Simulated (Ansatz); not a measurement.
# KNb2W2: the cost of one run

Method: DFT PBE, scalar-relativistic, plane waves, PAW, in Ansatz 0.2.0.

2 further runs of the same task are left out: 1 that didn't finish, 1 set aside as unsound or not needed.

### 1 The starting structure

The structure is tetragonal, space group P4/mmm (No. 123). The conventional cell has a = 4.214 Å, b = 4.214 Å, c = 6.699 Å, α = 90.00°, β = 90.00°, γ = 90.00°. Around K (site symmetry 4/mmm) lie 6 Nb at 2.98 to 3.35 Å. Nb (site symmetry 4/mmm) has 4 K at 2.98 Å as nearest neighbours. Nb (site symmetry 4/mmm) has 4 W at 2.11 Å as nearest neighbours. Around W (site symmetry mmm) lie 2 Nb at 2.11 Å.

Structure file:

```
K Nb W
1.0
     4.21432    0.00000    0.00000
     0.00000    4.21432    0.00000
     0.00000    0.00000    6.69936
K Nb W
1 2 2
Direct
  0.50000 0.50000 0.50000
  0.00000 0.00000 0.50000
  0.50000 0.50000 0.00000
  0.00000 0.50000 0.00000
  0.50000 0.00000 0.00000
```

Recipe of the guess: random cell by space group and Wyckoff sites (P4/mmm, No. 123). Its size is a rough estimate.

### 2 Probe: one point on a coarse mesh

input.yaml

```yaml
crystal:
  lattice:
    - [4.21432113, 0.0, 0.0]
    - [0.0, 4.21432113, 0.0]
    - [0.0, 0.0, 6.69936487]
  atoms:
    - { symbol: K, position: [0.5, 0.5, 0.5] }
    - { symbol: Nb, position: [0.0, 0.0, 0.5] }
    - { symbol: Nb, position: [0.5, 0.5, 0.0] }
    - { symbol: W, position: [0.0, 0.5, 0.0] }
    - { symbol: W, position: [0.5, 0.0, 0.0] }
basis:
  ecutwfc: 420
kpoints:
  mp_grid: { grid: [4, 4, 4] }
hamiltonian:
  xc: pbe
scf:
  occupations: { method: gaussian, width: 0.1 }
  lower_state_search: "off"
output:
  forces: true
  stress: true
  eigenvalues: true
```

Launch:

```
ansatz run input.yaml --threads 1 --pin off --max-ram 2560MiB --backend cpu --events-out ev --progress --plain --runs-dir out
```

Q: Estimate wall time and peak memory on 1 thread of Intel Xeon 6975P-C (Granite Rapids), shared host.

About 4.1 s, with a peak of 0.46 GiB.
